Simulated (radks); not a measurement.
**Pd⁴⁺ in [Kr] 4d5.75 5p0.25: an all-electron calculation**

An exercise on one series of results from a longer session: the logs are not shown, and one member is left open.

The numbers are computed with radks (a radial shooting solver on a logarithmic mesh, Libxc functionals) version 1 (Dirac Kohn-Sham, AM05, spin-unpolarised, spherical densities, finite nucleus; open shells are shared between the two j in proportion to 2j + 1), except any that are marked as measured or tabulated.

## Starting point

```
element            : palladium (Z = 46)
charge             : +4
electrons          : 42
configuration      : [Kr] 4d5.75 5p0.25
nuclear rms radius : 4.5318 fm
```

Set-up of the first run:

Input:

```text
Z 46
configuration [Kr] 4d5.75 5p0.25
relativity Dirac
functional am05,am05
spin unpolarised
j_filling average
nucleus finite rms 4.5318 fm
c 137.035999084
```

The run is started by

```sh
$ python run_ks.py task.json out
```

This one command runs every case of the session in turn.

One of the session's tables, all rows but one given; the rest of the session is left out.

It belongs to the step «Radial structure». Sizes of the orbitals, from the radial functions (bohr):

| level | <r> | outermost maximum (interpolated) | 90 % within | nodes |
| --- | --- | --- | --- | --- |
| 1s1/2 | 0.03188 | 0.0207 | 0.0572 | 0 |
| 2s1/2 | 0.1381 | 0.117 | 0.214 | 1 |
| 2p1/2 | 0.1172 | 0.0905 | 0.192 | 0 |
| 2p3/2 | 0.1222 | 0.0947 | 0.199 | 0 |
| 3s1/2 | 0.3795 | 0.342 | 0.560 | 2 |
| 3p1/2 | 0.3714 | 0.329 | 0.560 | 1 |
| 3p3/2 | 0.3822 | 0.338 | 0.576 | 1 |
| 3d3/2 | 0.3555 | 0.280 | 0.564 | 0 |
| 3d5/2 | 0.3590 | 0.283 | 0.569 | 0 |
| 4s1/2 | 0.9309 | 0.847 | 1.35 | 3 |
| 4p1/2 | 0.9918 | 0.885 | 1.46 | 2 |
| 4p3/2 | 1.019 | 0.909 | 1.50 | 2 |
| 4d3/2 | ? | ? | ? | ? |
| 4d5/2 | 1.245 | 1.04 | 1.90 | 1 |
| 5p1/2 | 2.495 | 2.28 | 3.57 | 3 |
| 5p3/2 | 2.549 | 2.34 | 3.65 | 3 |

**Question.** Estimate the row for 4d3/2.

As computed: <r>: 1.234; outermost maximum (interpolated): 1.03; 90 % within: 1.89; nodes: 1. In the column «<r>» it lies between 4p3/2 (1.019) and 4d5/2 (1.245).
